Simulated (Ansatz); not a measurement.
**CH₅InOS₂: one species, many methods**

Aim: compute CH₅InOS₂ with functionals from several rungs and with coupled cluster. The yardstick is the atomisation energy at the CCSD(T) limit.

Program: Ansatz 0.2.0, Gaussian basis. Level of theory: functionals in def2-TZVPP, the program's frozen cores in correlated methods. These are calculated values, not measurements.

The runs, in order: PBE-D4, r2SCAN-D4, PBE0-D4, B3LYP-D4, ωB97X-V, ωB97M-V, B2PLYP; CCSD(T)/def2-TZVPP; MP2/def2-QZVPP; extrapolation to the limit.

## Step 1: The geometry

All runs share one geometry, relaxed beforehand with PBE0-D4 in a triple-zeta def2 set. In takes the def2 core potential; no spin-orbit term is included.

10 atoms, charge 0, spin multiplicity 1.

Atoms are counted from 1 here; the program's logs count them from 0.

Bond lengths: C1–O2 1.405 Å, C1–H6 1.095 Å, C1–H7 1.099 Å, C1–H8 1.098 Å, O2–In3 1.977 Å, In3–S4 2.374 Å, In3–S5 2.364 Å, S4–H9 1.344 Å, S5–H10 1.345 Å. Angles: O2–C1–H6 108.4°, O2–C1–H7 113.0°, O2–C1–H8 112.5°, H6–C1–H7 107.4°, H6–C1–H8 107.6°, H7–C1–H8 107.7°, C1–O2–In3 121.7°, O2–In3–S4 117.5°, O2–In3–S5 115.5°, S4–In3–S5 127.0°, In3–S4–H9 93.0°, In3–S5–H10 91.6°.

## Step 2: PBE-D4 (GGA)

File in.yaml:

```yaml
crystal:
  periodic: [false, false, false]
  atoms:
    - {symbol: C, position_ang: [-0.056061, -1.419458, 1.315760]}
    - {symbol: O, position_ang: [0.510750, -0.170798, 1.009692]}
    - {symbol: In, position_ang: [0.072645, 0.786489, -0.663432]}
    - {symbol: S, position_ang: [-1.497776, -0.226487, -2.127173]}
    - {symbol: S, position_ang: [1.183967, 2.849428, -0.976111]}
    - {symbol: H, position_ang: [0.245492, -1.695375, 2.331714]}
    - {symbol: H, position_ang: [-1.154264, -1.410164, 1.289423]}
    - {symbol: H, position_ang: [0.287938, -2.214369, 0.640642]}
    - {symbol: H, position_ang: [-1.430357, 0.782121, -3.012645]}
    - {symbol: H, position_ang: [1.837666, 2.718592, 0.192129]}
basis:
  gaussian: {orbitals: def2-TZVPP}
hamiltonian: {xc: pbe, dispersion: d4}
output: {forces: true, orbitals: {seedname: orbitals}}
```

Started as:

```sh
> ansatz run in.yaml --threads 2 --pin off --events-out ev --progress --plain --max-ram 20480MiB --backend cpu
```

After this run come: r2SCAN-D4 (meta-GGA); PBE0-D4 (hybrid); B3LYP-D4 (hybrid); ωB97X-V (range-separated); ωB97M-V (range-separated); B2PLYP (double hybrid); CCSD(T) in def2-TZVPP; MP2 in def2-QZVPP.

Q: Predict the results of all the runs planned. Wanted: atomisation energy, CCSD(T)/CBS; farthest; mean size of error, hybrid; mean size of error, range-separated; gap, smallest and largest; T1 diagnostic; triples share of the correlation energy.

**Answer**, as computed:

| quantity | value |
| --- | --- |
| atomisation energy, CCSD(T)/CBS | 769.0 kcal/mol |
| functionals within 7.7 kcal/mol (1.0 %) | r2SCAN-D4, PBE0-D4, ωB97X-V, ωB97M-V |
| farthest | B2PLYP (-19.0 kcal/mol) |
| mean size of error, hybrid | 9.8 kcal/mol |
| mean size of error, range-separated | 0.7 kcal/mol |
| gap, smallest and largest | 3.56 eV (PBE-D4), 10.29 eV (ωB97X-V) |
| T1 diagnostic | 0.0151 |
| triples share of the correlation energy | 3.9 % |

What this shows: PBE-D4 is off by +8.7 kcal/mol. Double hybrids carry the basis error of their MP2 part in triple zeta, and no dispersion term here, so their miss is partly the set-up's. The reference freezes the cores and leaves out spin-orbit coupling and excitations past (T), and its outer-core shells are covered unevenly, so misses under about 7.7 kcal/mol can't be ranked. All levels share the lack of spin-orbit coupling, which lowers the free heavy atoms and so the true binding. Hartree-Fock recovers 69 % of the binding; the rest is correlation. Orbital gaps span 3.6 to 10.3 eV; exact exchange widens them. Correlated methods include outer-core shells of In, which these sets cover unevenly.
